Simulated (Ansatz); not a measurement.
# C2H10OSi3: the cost of one run

Method: RKS BLYP/STO-3G, in Ansatz 0.2.0.

### Step 1. The structure to begin with

Bond lengths (14 of 15 bonds, heavy atoms first): C1–C2 1.331 Å, C2–O3 1.381 Å, O3–Si4 1.753 Å, C2–Si5 1.869 Å, Si5–Si6 2.327 Å, C1–H7 1.051 Å, C1–H8 1.141 Å, Si4–H9 1.438 Å, Si4–H10 1.464 Å, Si4–H11 1.528 Å, Si5–H12 1.473 Å, Si5–H13 1.450 Å, Si6–H14 1.513 Å, Si6–H15 1.487 Å. Angles (14 of 25 angles, heavy atoms first): C1–C2–O3 118.3°, C1–C2–Si5 123.4°, O3–C2–Si5 118.3°, C2–O3–Si4 117.5°, C2–Si5–Si6 109.7°, C2–C1–H7 123.4°, C2–C1–H8 119.5°, O3–Si4–H9 110.9°, O3–Si4–H10 107.5°, O3–Si4–H11 105.1°, C2–Si5–H12 110.9°, C2–Si5–H13 110.4°, Si6–Si5–H12 110.2°, Si6–Si5–H13 108.7°.

Coordinates:

```xyz
16

C    -0.4153   -0.8459   -1.8146
C    -0.0807   -0.4422   -0.5916
O    -0.1637   -1.3534    0.4434
Si    1.2291   -2.3775    0.7338
Si    0.3969    1.3180   -0.1853
Si   -1.3745    2.3837    0.8825
H    -0.7615   -1.8147   -2.0304
H    -0.4383   -0.0904   -2.6695
H     2.4037   -1.5876    0.9882
H     1.3356   -3.3059   -0.3929
H     0.8741   -3.1895    1.9780
H     0.7747    2.0543   -1.4044
H     1.5494    1.3395    0.6940
H    -1.7539    1.7003    2.1781
H    -2.5802    2.3747    0.0123
H    -1.0181    3.8139    1.2228
```

### Step 2. End point A

File input.yaml:

```yaml
crystal:
  periodic: [false, false, false]
  atoms:
    - { symbol: C, position_ang: [-0.4153, -0.8459, -1.8146] }
    - { symbol: C, position_ang: [-0.0807, -0.4422, -0.5916] }
    - { symbol: O, position_ang: [-0.1637, -1.3534, 0.4434] }
    - { symbol: Si, position_ang: [1.2291, -2.3775, 0.7338] }
    - { symbol: Si, position_ang: [0.3969, 1.318, -0.1853] }
    - { symbol: Si, position_ang: [-1.3745, 2.3837, 0.8825] }
    - { symbol: H, position_ang: [-0.7615, -1.8147, -2.0304] }
    - { symbol: H, position_ang: [-0.4383, -0.0904, -2.6695] }
    - { symbol: H, position_ang: [2.4037, -1.5876, 0.9882] }
    - { symbol: H, position_ang: [1.3356, -3.3059, -0.3929] }
    - { symbol: H, position_ang: [0.8741, -3.1895, 1.978] }
    - { symbol: H, position_ang: [0.7747, 2.0543, -1.4044] }
    - { symbol: H, position_ang: [1.5494, 1.3395, 0.694] }
    - { symbol: H, position_ang: [-1.7539, 1.7003, 2.1781] }
    - { symbol: H, position_ang: [-2.5802, 2.3747, 0.0123] }
    - { symbol: H, position_ang: [-1.0181, 3.8139, 1.2228] }
basis:
  gaussian: { orbitals: STO-3G }
hamiltonian:
  xc: blyp
relax:
  f_tol: 0.015
  max_steps: 40
```

Launch:

```bash
> ansatz run input.yaml --threads 1 --pin off --max-ram 2048MiB --backend cpu --events-out ev --progress --plain --runs-dir out
```

Q: Estimate wall time and peak memory on 1 thread of Arm Neoverse V1, shared host.

About 1.9 min, with a peak of 0.14 GiB.
